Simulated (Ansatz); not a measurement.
# Na4AgS3: the cost of one run

Computed with Ansatz 0.2.0 (DFT PBE, scalar-relativistic, plane waves, PAW, unless a step names another level, unless a step's input says otherwise).

1 further run of the same task is left out (it didn't finish).

## (1) The structure to begin with

It takes space group P4/mmm (No. 123, tetragonal). Conventional cell: a = 4.992 Å, b = 4.992 Å, c = 9.971 Å, α = 90.00°, β = 90.00°, γ = 90.00°. Na (site symmetry 2mm) is surrounded by 4 S at 2.71 to 2.97 Å. Ag (site symmetry 4/mmm) is surrounded by 2 S at 2.30 Å. S (site symmetry 4mm) has 1 Ag at 2.30 Å and 4 Na at 2.71 Å as nearest neighbours. S (site symmetry 4/mmm) has 8 Na at 2.97 Å as nearest neighbours.

As a file:

```
CELL_PARAMETERS angstrom
9.97148 0.00000 0.00000
0.00000 3.53010 3.53021
0.00000 -3.53010 3.53021
ATOMIC_POSITIONS crystal
Na 0.16212 0.86538 0.36547
Na 0.83788 0.36547 0.86538
Na 0.16212 0.36547 0.86538
Na 0.83788 0.86538 0.36547
Ag 0.50000 0.86553 0.86553
S 0.73084 0.86548 0.86548
S 0.26916 0.86548 0.86548
S 0.00000 0.36540 0.36540
```

It came out lowest among 25 distinct ends of the trial cells. At a tolerance of 0.05 Å it has space group P4/mmm (No. 123).

## (2) Tight relaxation for the response runs, on the response runs' mesh and smearing

The input, input.yaml:

```yaml
crystal:
  lattice:
    - [9.9714782486, 0.0, 0.0]
    - [0.0, 3.5300972183, 3.5302132289]
    - [0.0, -3.5300972183, 3.5302132289]
  atoms:
    - { symbol: Na, position: [0.1621174073, 0.8653815408, 0.3654700691] }
    - { symbol: Na, position: [0.8378825927, 0.3654700691, 0.8653815408] }
    - { symbol: Na, position: [0.1621174073, 0.3654700691, 0.8653815408] }
    - { symbol: Na, position: [0.8378825927, 0.8653815408, 0.3654700691] }
    - { symbol: Ag, position: [0.5, 0.8655340211, 0.8655340211] }
    - { symbol: S, position: [0.7308408039, 0.8654821652, 0.8654821652] }
    - { symbol: S, position: [0.2691591961, 0.8654821652, 0.8654821652] }
    - { symbol: S, position: [0.0, 0.3653992787, 0.3653992787] }
basis:
  ecutwfc: 420
kpoints:
  mp_grid: { grid: [4, 6, 6] }
hamiltonian:
  xc: pbe
scf:
  occupations: { method: gaussian, width: 0.1 }
output:
  forces: true
  stress: true
  eigenvalues: true
relax:
  adjacent_minimum: "off"
  f_tol: 0.001
  max_steps: 60
  cell: { stress_tol: 0.01 }
```

The run is started by

```console
$ ansatz run input.yaml --threads 3 --pin off --max-ram 7680MiB --backend cpu --events-out ev --progress --plain --runs-dir out
```

What time and memory should one allow on 3 threads of Arm Neoverse N1, shared host?

About 92 s, with a peak of 0.71 GiB.
